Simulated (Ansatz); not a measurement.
Which YAML input does this script hand to the engine? (Ansatz's Python interface)

Script `labi2clo4_bands.py`:
```python
# -*- coding: utf-8 -*-
"""Bands of LaBi2ClO4 along a path through the zone."""

import warnings

import ansatz as az
from ase.data import atomic_numbers
import numpy as np
from pymatgen.core import Structure
from scipy.ndimage import map_coordinates
import spglib

params = {
    "filling": "fixed",
    "kmesh": (5, 5, 2),
    "functional": "PBEsol",
    "extra_bands": 6,
}

warnings.simplefilter("ignore", az.DeckWarning)

structure = (
    az.Lattice.of((3.988897, 0.0, 0.0), (0.0, 3.988897, 0.0), (0.0, 0.0, 9.333185))
    .atom("La", (0.0, 0.0, 0.0))
    .atom("Bi", (0.5, 0.5, 0.278377))
    .atom("Bi", (0.5, 0.5, 0.721623))
    .atom("Cl", (0.0, 0.0, 0.5))
    .atom("O", (0.0, 0.5, 0.161656))
    .atom("O", (0.0, 0.5, 0.838344))
    .atom("O", (0.5, 0.0, 0.161656))
    .atom("O", (0.5, 0.0, 0.838344))
)

# high-symmetry points in fractions of the reciprocal vectors
path = [
    ("G", (0.0, 0.0, 0.0)),
    ("X", (0.0, 0.5, 0.0)),
    ("M", (0.5, 0.5, 0.0)),
    ("G", (0.0, 0.0, 0.0)),
    ("Z", (0.0, 0.0, 0.5)),
    ("R", (0.0, 0.5, 0.5)),
    ("A", (0.5, 0.5, 0.5)),
    ("Z", (0.0, 0.0, 0.5)),
]
calculation = structure.calculation()
calculation = calculation.basis(31 * az.Ry).occupations(params["filling"])
calculation = calculation.kpoints(mesh=params["kmesh"]).functional(params["functional"])
calculation = calculation.band_structure([point for _, point in path], intervals=10).scf(extra_bands=params["extra_bands"])
calculation = calculation.density()
def show(event):
    row = event["data"]
    if event["event"] == "scf_iter" and row.get("harris_foulkes_ev") is not None:
        print(f"  iteration {row['iter']:3d}  Harris-Foulkes {row['harris_foulkes_ev']:.5f} eV  residual {row['dr2_ev']:.2e}")


result = calculation.session().plan().execute(on_event=show)
summary = result.report

for key in ("converged", "n_iterations", "n_electrons", "n_kpoints", "n_pw", "n_symmetry_ops", "free_energy_ev", "fermi_energy_ev"):
    print(f"{key:18s} {summary[key]}")

final = Structure(result.lattice.cell_ang, [s.symbol for s in result.lattice.sites], [s.position_frac for s in result.lattice.sites])
# the grid holds the pseudo-density, which differs from the true one inside the cores
rho = result.density()
total = sum(channel.density_e_per_ang3 for channel in rho.channels[:2])
grid_cell = np.asarray(rho.fft_grid_basis) @ result.lattice.cell_ang
partner = min(final.get_neighbors(final[0], 5.0), key=lambda n: n.nn_distance)
line = np.linspace(final[0].coords, partner.coords, 11)
points = (line @ np.linalg.inv(grid_cell)) * rho.dims
values = map_coordinates(total, points.T, order=3, mode="grid-wrap")
print(f"from {final[0].specie} to {partner.specie}, {partner.nn_distance:.3f} A")
for t, value in zip(np.linspace(0, partner.nn_distance, 11), values):
    print(f"{t:7.3f} A  {value:9.4f} e/A^3")

spg_cell = (result.lattice.cell_ang, [s.position_frac for s in result.lattice.sites], [atomic_numbers[s.symbol] for s in result.lattice.sites])
# the group found depends on the tolerance
found = spglib.get_symmetry_dataset(spg_cell, symprec=1e-3)
print(found.international, found.number, "point group", found.pointgroup)
for site, letter, group in zip(result.lattice.sites, found.wyckoffs, found.site_symmetry_symbols):
    print(f"  {site.symbol:2s} Wyckoff {letter}  site symmetry {group}")

bands = result.band_structure()
fermi = bands.fermi_energy_ev
print(f"zero of the bands: {fermi:.3f} eV, the Fermi level found on the SCF mesh")
for spin, channel in enumerate(bands.channels):
    print("channel", spin, "- computed levels within 6 eV of the Fermi level")
    for i, (label, _) in enumerate(path):
        levels = channel.eigenvalues_ev[i * 10] - fermi
        print(f"  {label:3s}", " ".join(f"{e:7.3f}" for e in levels if abs(e) < 6))
```

```console
$ python labi2clo4_bands.py
  iteration   1  Harris-Foulkes -33955.48959 eV  residual 2.31e-01
  iteration   2  Harris-Foulkes -33955.44484 eV  residual 3.69e-02
  iteration   3  Harris-Foulkes -33955.43814 eV  residual 1.78e-03
  iteration   4  Harris-Foulkes -33955.43811 eV  residual 1.65e-04
  iteration   5  Harris-Foulkes -33955.43819 eV  residual 6.45e-06
  iteration   6  Harris-Foulkes -33955.43820 eV  residual 5.19e-07
  iteration   7  Harris-Foulkes -33955.43820 eV  residual 3.11e-08
converged          True
n_iterations       7
n_electrons        72.0
n_kpoints          12
n_pw               2943
n_symmetry_ops     16
free_energy_ev     -33955.438197331765
fermi_energy_ev    7.618793578620289
from La to O, 2.501 A
  0.000 A     1.3724 e/A^3
  0.250 A     1.4390 e/A^3
  0.500 A     1.6664 e/A^3
  0.750 A     1.4719 e/A^3
  1.000 A     0.7958 e/A^3
  1.250 A     0.3850 e/A^3
  1.501 A     0.4165 e/A^3
  1.751 A     1.0069 e/A^3
  2.001 A     3.1541 e/A^3
  2.251 A     6.5690 e/A^3
  2.501 A     7.6316 e/A^3
P4/mmm 123 point group 4/mmm
  La Wyckoff a  site symmetry 4/mmm
  Bi Wyckoff h  site symmetry 4mm
  Bi Wyckoff h  site symmetry 4mm
  Cl Wyckoff b  site symmetry 4/mmm
  O  Wyckoff i  site symmetry 2mm.
  O  Wyckoff i  site symmetry 2mm.
  O  Wyckoff i  site symmetry 2mm.
  O  Wyckoff i  site symmetry 2mm.
zero of the bands: 7.619 eV, the Fermi level found on the SCF mesh
channel 0 - computed levels within 6 eV of the Fermi level
  G    -3.880  -3.880  -3.399  -3.399  -2.237  -1.942  -1.380  -1.053  -1.053  -0.950  -0.950  -0.877  -0.328  -0.323  -0.323   1.272   3.510   5.445   5.445   5.464   5.674
  X    -3.462  -3.253  -3.208  -3.054  -3.005  -2.291  -2.094  -1.508  -1.245  -0.978  -0.966  -0.664  -0.485  -0.262  -0.191   3.294   4.411   5.137   5.196   5.203   5.272
  M    -3.014  -2.843  -2.808  -2.808  -2.362  -2.362  -1.871  -1.814  -1.353  -1.353  -0.874  -0.593  -0.510  -0.348  -0.131   3.953   4.039   4.039   4.972   4.972   5.506
  G    -3.880  -3.880  -3.399  -3.399  -2.237  -1.942  -1.380  -1.053  -1.053  -0.950  -0.950  -0.877  -0.328  -0.323  -0.323   1.272   3.510   5.445   5.445   5.464   5.674
  Z    -3.916  -3.916  -3.345  -3.345  -2.234  -1.873  -1.400  -1.105  -1.105  -0.915  -0.915  -0.882  -0.467  -0.334  -0.334   1.582   3.060   5.387   5.387   5.464   5.794
  R    -3.717  -3.240  -3.163  -3.019  -2.551  -2.143  -2.102  -1.569  -1.485  -1.248  -0.895  -0.741  -0.490  -0.453   0.027   3.845   4.616   4.706   4.711   5.431   5.451
  A    -2.951  -2.929  -2.929  -2.528  -2.459  -2.146  -2.146  -1.448  -1.448  -1.365  -1.220  -0.593  -0.510  -0.348  -0.131   4.100   4.100   4.686   4.869   4.905   4.905
  Z    -3.916  -3.916  -3.345  -3.345  -2.234  -1.873  -1.400  -1.105  -1.105  -0.915  -0.915  -0.882  -0.467  -0.334  -0.334   1.582   3.060   5.387   5.387   5.464   5.794
```

`input.yaml`:
```yaml
crystal:
  lattice:
    - [3.988897, 0.0, 0.0]
    - [0.0, 3.988897, 0.0]
    - [0.0, 0.0, 9.333185]
  atoms:
    - { symbol: La, position: [0.0, 0.0, 0.0] }
    - { symbol: Bi, position: [0.5, 0.5, 0.278377] }
    - { symbol: Bi, position: [0.5, 0.5, 0.721623] }
    - { symbol: Cl, position: [0.0, 0.0, 0.5] }
    - { symbol: O, position: [0.0, 0.5, 0.161656] }
    - { symbol: O, position: [0.0, 0.5, 0.838344] }
    - { symbol: O, position: [0.5, 0.0, 0.161656] }
    - { symbol: O, position: [0.5, 0.0, 0.838344] }
basis:
  ecutwfc: 421.7764868128
kpoints:
  mp_grid: { grid: [5, 5, 2] }
  band_path:
    path:
      - [0.0, 0.0, 0.0]
      - [0.0, 0.5, 0.0]
      - [0.5, 0.5, 0.0]
      - [0.0, 0.0, 0.0]
      - [0.0, 0.0, 0.5]
      - [0.0, 0.5, 0.5]
      - [0.5, 0.5, 0.5]
      - [0.0, 0.0, 0.5]
    npoints: 10
hamiltonian:
  xc: pbesol
scf:
  n_extra_bands: 6
  occupations: { method: fixed }
output:
  write_density: true
```

Launched from the shell:
```console
$ ansatz run input.yaml --threads 1 --pin off --max-ram 3072MiB --backend cpu --events-out ev --progress --plain --runs-dir out
scf.n_extra_bands = 6 over 36 filled bands (N_el = 72.0): the run solves 42 bands
Engine: ansatz 0.2.0, x86_64-unknown-linux-gnu
Pseudopotentials: kind: paw
Pseudopotential: La, paw, valence charge 11, recommended cutoff 420 eV (normal), La.paw.azcp
Pseudopotential: Bi, paw, valence charge 15, recommended cutoff 420 eV (normal), Bi.paw.azcp
Pseudopotential: Cl, paw, valence charge 7, recommended cutoff 420 eV (normal), Cl.paw.azcp
Pseudopotential: O, paw, valence charge 6, recommended cutoff 420 eV (normal), O.paw.azcp
Functional definition: PBEsol
  exchange = pbesol_x
  correlation = pbesol_c
Crystal: 8 atoms, lattice volume = 148.503 Å³
Basis set: ecut = 421.7764868128 eV, 2943 PW (Γ)
Bands: 42, of which v1, the nominal top of the filled ones, is band 36 counted from 1 (35 counted from 0)
Symmetry: 16 space group operations
Space group: P4/mmm (ITA 123), of the structure as read, at distance tolerance 5.3e-5 Å
k-points: 12 of 50
Non-local potential: La, projectors of the file, l = 0: 3, l = 1: 2, l = 2: 2, l = 3: 3
Non-local potential: Bi, projectors of the file, l = 0: 2, l = 1: 2, l = 2: 2, l = 3: 2
Non-local potential: Cl, projectors of the file, l = 0: 2, l = 1: 2, l = 2: 2
Non-local potential: O, projectors of the file, l = 0: 2, l = 1: 2, l = 2: 1
PAW form: soft (Blöchl's): semilocal exchange-correlation on the pseudo side does not see the compensation charge
PAW frozen core: La, regenerated for the run's functional, and the local potential with it (the file was generated under x = pbe(κ = 0.804, μ = 0.2195149727645171), c = pbe(β = 0.06672455060314922))
PAW frozen core: Bi, regenerated for the run's functional, and the local potential with it (the file was generated under x = pbe(κ = 0.804, μ = 0.2195149727645171), c = pbe(β = 0.06672455060314922))
PAW frozen core: Cl, regenerated for the run's functional, and the local potential with it (the file was generated under x = pbe(κ = 0.804, μ = 0.2195149727645171), c = pbe(β = 0.06672455060314922))
PAW frozen core: O, regenerated for the run's functional, and the local potential with it (the file was generated under x = pbe(κ = 0.804, μ = 0.2195149727645171), c = pbe(β = 0.06672455060314922))
PAW one-centre angular grid: La, 590 points (default); XC on 64 Gauss nodes
PAW one-centre angular grid: Bi, 590 points (default); XC on 64 Gauss nodes
PAW one-centre angular grid: Cl, 110 points (default); XC on 64 Gauss nodes
PAW one-centre angular grid: O, 110 points (default); XC on 64 Gauss nodes
Initial density: superposition of atomic densities (neutral atoms: chi_scale 0, normalization atom), corrected by the library's trained network
Initial wavefunctions: pseudopotential atomic-orbital guess
Functional: x = pbesol(κ = 0.804, μ = 0.12345679012345678), c = pbesol(β = 0.046)
SCF iter   1: F=—  HF=-33955.489593 eV  |F-HF|=—  |Δ(HF+E_count)|=         —  Δρ=1.30e-2  dr2=2.31e-1  ethr=1.77e-3  ⟨swp⟩=4.7  Hψ=1826  notcnv=0  defer=41
preconditioner: auto → Resta (q_TF=auto, 2.418 Å⁻¹)  ε∞=3.8  [insulator: Δε(μ)=1.133 eV  Ē_g=15.355 eV  n_scr=38 (ndim 8)  ℏωp=25.5 eV  f_vac=0.017  ε∞_Penn≈3.8]
SCF iter   2: F=—  HF=-33955.444831 eV  |F-HF|=—  |Δ(HF+E_count)|=   4.48e-2  Δρ=4.98e-3  dr2=3.69e-2  ethr=3.20e-4  ⟨swp⟩=2.8  Hψ=936  notcnv=0  defer=47
SCF iter   3: F=—  HF=-33955.438134 eV  |F-HF|=—  |Δ(HF+E_count)|=   6.70e-3  Δρ=1.06e-3  dr2=1.78e-3  ethr=5.13e-5  ⟨swp⟩=2.8  Hψ=702  notcnv=0  defer=48
SCF iter   4: F=—  HF=-33955.438110 eV  |F-HF|=—  |Δ(HF+E_count)|=   2.40e-5  Δρ=3.51e-4  dr2=1.65e-4  ethr=2.47e-6  ⟨swp⟩=2.0  Hψ=940  notcnv=0  defer=48
SCF iter   5: F=—  HF=-33955.438184 eV  |F-HF|=—  |Δ(HF+E_count)|=   7.35e-5  Δρ=5.67e-5  dr2=6.45e-6  ethr=2.29e-7  ⟨swp⟩=2.1  Hψ=663  notcnv=0  defer=44
SCF iter   6: F=—  HF=-33955.438197 eV  |F-HF|=—  |Δ(HF+E_count)|=   1.26e-5  Δρ=1.75e-5  dr2=5.19e-7  ethr=8.96e-9  ⟨swp⟩=2.0  Hψ=851  notcnv=0  defer=31
SCF iter   7: F=-33955.438197 eV  HF=-33955.438197 eV  |F-HF|=3.51e-8  |Δ(HF+E_count)|=   7.84e-7  Δρ=3.91e-6  dr2=3.11e-8  ethr=1.39e-10  ⟨swp⟩=13.3  Hψ=2223  notcnv=0
SCF 1 converged in 7 iterations: F = -33955.438197 eV  dr2 = 3.11e-8
  greatest PAW one-centre occupation: 0.991 electrons in one spin orbital (limit 2), on the Bi atom at site 2 (counted from 0), in its partial waves of l = 2
NSCF: frozen V_eff on 71 k-points
SCF converged after 7 iterations
Free energy (F): -33955.438197 eV
Harris-Foulkes:  -33955.438197 eV  (|F-HF|=3.51e-8)
Internal energy: -33955.438197 eV  (E = F + TS)
E sigma→0 (E₀):  -33955.438197 eV
Fermi energy:    7.618794 eV
--- Per-component energies (eV) ---
  E_band       = -266.395383
  E_kinetic    = 1649.930927
  E_local      = -5593.328801  (includes V_loc(G=0)·N_el)
  E_nonlocal   = 1452.833880
  E_hartree    = 1968.811117
  E_xc         = -836.080113
  E_vxc        = -930.305639  (∫ρ·V_xc dr)
  E_paw        = -27600.548683  (= ΣΔE_a)
  E_vpaw       = -783.159150  (= ΣTr[D̂ρ^β])
  E_aug_tail   = 0.008913  (compensation charges beyond the density's cutoff)
  E_ewald      = -4997.634035
  E_core_change = 0.568598  (= ΣΔE_core)
  E_smearing   = -0.000000  (= −TS)
  E_closure    = 0.000000  (closes the sum)
  Σ components = -33955.438197   (vs F -33955.438197, Δ=0.00e0)
--- Band table (eV; the first three rows and the last of 12) ---
  k-point 0: bands = ["-21.7836", "-14.2081", "-14.2061", "-14.1173", "-14.1062", "-14.0935", "-14.0935", "-14.0901", "-14.0901", "-13.9955", "-13.9953", "-10.1328", "-9.5317", "-7.8440", "-7.6535", "-5.5963", "-5.5263", "-5.5263", "-4.6297", "-0.3826", "-0.1523", "3.7391", "3.7391", "4.2194", "4.2194", "5.3816", "5.6768", "6.2388", "6.5660", "6.5660", "6.6684", "6.6684", "6.7419", "7.2908", "7.2955", "7.2955", "8.8912", "11.1289", "13.0636", "13.0636", "13.0832", "13.2933"]
  k-point 1: bands = ["-21.7836", "-14.2078", "-14.2065", "-14.1170", "-14.1065", "-14.0929", "-14.0929", "-14.0907", "-14.0907", "-13.9955", "-13.9953", "-10.1386", "-9.5228", "-7.8440", "-7.6535", "-5.6262", "-5.5263", "-5.5263", "-4.5946", "-0.4527", "-0.0931", "3.7032", "3.7032", "4.2736", "4.2736", "5.3846", "5.7462", "6.2187", "6.5137", "6.5137", "6.7037", "6.7037", "6.7370", "7.1519", "7.2848", "7.2848", "9.2004", "10.6790", "13.0062", "13.0062", "13.0832", "13.4126"]
  k-point 2: bands = ["-21.7627", "-14.1939", "-14.1912", "-14.1237", "-14.1188", "-14.0928", "-14.0927", "-14.0895", "-14.0858", "-13.9998", "-13.9995", "-9.8937", "-9.5044", "-8.1480", "-7.8362", "-5.5545", "-5.5032", "-5.2109", "-4.7368", "-0.6843", "-0.4257", "3.8102", "3.9484", "4.0101", "4.2723", "5.4162", "5.8135", "6.1978", "6.3029", "6.3628", "6.5544", "6.6018", "6.8819", "7.1268", "7.1551", "7.4574", "10.0441", "11.3082", "12.2385", "13.0432", "13.0433", "13.1010"]
  k-point 11: bands = ["-21.6741", "-14.1766", "-14.1734", "-14.1698", "-14.1694", "-14.0843", "-14.0739", "-14.0258", "-14.0255", "-14.0201", "-14.0182", "-9.2626", "-9.1267", "-8.6716", "-8.3644", "-5.5136", "-5.3349", "-4.8445", "-4.7553", "-2.1677", "-2.1398", "4.1240", "4.5568", "4.7722", "4.8789", "5.2628", "5.7069", "5.9172", "6.0960", "6.2261", "6.4954", "6.5109", "6.8116", "6.8597", "7.3329", "7.3428", "11.6273", "11.8139", "11.8699", "12.7012", "12.7198", "12.7627"]
```

Total energies depend on the potentials; only differences at equal settings carry meaning. A total without «per atom» is that of the cell as typed. The computed bands are complete only to about 5.1 eV above the Fermi level. Under fixed occupations the level called the Fermi level is the highest filled one on the SCF mesh; off the mesh a filled band can lie a little above it. The zero of the levels is a convention of the potentials, so an absolute Fermi energy is no work function. Semilocal functionals put the empty 4f levels of La too low, which can move the conduction edge. Grid values close to the nuclei reflect the PAW or pseudopotential construction, not the all-electron fields. The structure comes from a database of computed cells and needn't be a stable or known phase. Gaps and levels are Kohn-Sham values on a finite set of k-points, without spin-orbit coupling. Processor time in the engine: 16 s on 1 thread of Intel(R) Xeon(R) Processor @ 2.30GHz (shared host), peak memory 0.79 GiB.

(A comment or docstring line of the script was reworded after the run, the code is as it ran.)
